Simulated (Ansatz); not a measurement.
# C₂H₆BCl₂N: a ladder of functionals and wavefunction methods

The task here is to estimate one member of a computed series from the others.

Method: functionals in def2-TZVPP, the program's frozen cores in correlated methods; program: Ansatz 0.2.0, Gaussian basis.

Levels to be run: LDA (SPW92), PBE-D4, revPBE-D4, BLYP-D4, r2SCAN-D4, B97M-V, PBE0-D4, B3LYP-D4, r2SCANh-D4, r2SCAN0-D4, HSE06-D4, BHLYP-D4, CAM-B3LYP-D4, LC-ωPBE, ωB97X-V, ωB97M-V, B2PLYP, PBE-QIDH; CCSD(T)/def2-SVP; CCSD(T)/def2-TZVPP; MP2/def2-QZVPP; extrapolation to the limit; RPA on PBE.

## Structure used throughout

An earlier PBE0-D4 in a triple-zeta def2 set relaxation fixed the geometry.

SMILES `CN(C)B(Cl)Cl`, 12 atoms, charge 0, spin multiplicity 1.

Atoms are counted from 1 here; the program's logs count them from 0.

Bond lengths: C1–N2 1.447 Å, C1–H7 1.095 Å, C1–H8 1.095 Å, C1–H9 1.086 Å, N2–C3 1.447 Å, N2–B4 1.388 Å, C3–H10 1.095 Å, C3–H11 1.095 Å, C3–H12 1.086 Å, B4–Cl5 1.769 Å, B4–Cl6 1.769 Å. Angles: N2–C1–H7 110.2°, N2–C1–H8 110.2°, N2–C1–H9 110.8°, H7–C1–H8 107.9°, H7–C1–H9 108.8°, H8–C1–H9 108.8°, C1–N2–C3 112.4°, C1–N2–B4 123.8°, C3–N2–B4 123.8°, N2–C3–H10 110.2°, N2–C3–H11 110.2°, N2–C3–H12 110.8°, H10–C3–H11 107.9°, H10–C3–H12 108.8°, H11–C3–H12 108.8°, N2–B4–Cl5 121.7°, N2–B4–Cl6 121.7°, Cl5–B4–Cl6 116.5°.

The first run:

Contents of in.yaml:

```yaml
crystal:
  periodic: [false, false, false]
  atoms:
    - {symbol: C, position_ang: [-1.271289, -0.447161, 0.237655]}
    - {symbol: N, position_ang: [0.025052, 0.125611, -0.056696]}
    - {symbol: C, position_ang: [1.113455, -0.754504, 0.312063]}
    - {symbol: B, position_ang: [0.204279, 1.377925, -0.627995]}
    - {symbol: Cl, position_ang: [1.815343, 2.025360, -0.964329]}
    - {symbol: Cl, position_ang: [-1.166478, 2.409561, -1.057612]}
    - {symbol: H, position_ang: [-1.400747, -1.389748, -0.304735]}
    - {symbol: H, position_ang: [-1.356759, -0.660271, 1.308492]}
    - {symbol: H, position_ang: [-2.067387, 0.234445, -0.048851]}
    - {symbol: H, position_ang: [1.031951, -1.704006, -0.227574]}
    - {symbol: H, position_ang: [1.077360, -0.972546, 1.384714]}
    - {symbol: H, position_ang: [2.072221, -0.299765, 0.078766]}
basis:
  gaussian: {orbitals: def2-TZVPP}
hamiltonian: {xc: lda}
output: {orbitals: {seedname: orbitals}}
```

Launch:

```console
ansatz run in.yaml --threads 4 --pin off --events-out ev --progress --plain --max-ram 11315MiB
```

Among the steps run: LDA; PBE-D4 (GGA); revPBE-D4 (GGA); BLYP-D4 (GGA); r2SCAN-D4 (meta-GGA); B97M-V (meta-GGA); PBE0-D4 (hybrid); B3LYP-D4 (hybrid); r2SCANh-D4 (hybrid); r2SCAN0-D4 (hybrid); HSE06-D4 (hybrid); BHLYP-D4 (hybrid); CAM-B3LYP-D4 (range-separated); LC-ωPBE (range-separated); ωB97X-V (range-separated); ωB97M-V (range-separated); B2PLYP (double hybrid); PBE-QIDH (double hybrid).

One of the session's tables, all rows but one given; the rest of the session is left out.

It belongs to the step «Orbital energies across the functionals». 

| functional | HOMO (eV) | gap (eV) |
| --- | --- | --- |
| LDA (SPW92) | -6.39 | 5.42 |
| PBE-D4 | -6.26 | 5.52 |
| revPBE-D4 | -6.21 | 5.56 |
| BLYP-D4 | -6.13 | 5.56 |
| r2SCAN-D4 | -6.51 | 6.08 |
| B97M-V | -6.61 | 6.28 |
| PBE0-D4 | -7.54 | 7.76 |
| B3LYP-D4 | -7.32 | 7.34 |
| r2SCANh-D4 | -6.99 | 6.89 |
| r2SCAN0-D4 | -7.71 | 8.12 |
| HSE06-D4 | -7.14 | 6.98 |
| BHLYP-D4 | -8.74 | 10.04 |
| CAM-B3LYP-D4 | -8.89 | 10.24 |
| LC-ωPBE | -10.25 | 12.72 |
| ωB97X-V | -9.89 | 12.30 |
| ωB97M-V | ? | ? |

**Question.** Estimate the row for ωB97M-V.

As computed: HOMO (eV): -9.78; gap (eV): 11.97. In the column «HOMO (eV)» it lies between ωB97X-V (-9.89) and CAM-B3LYP-D4 (-8.89).
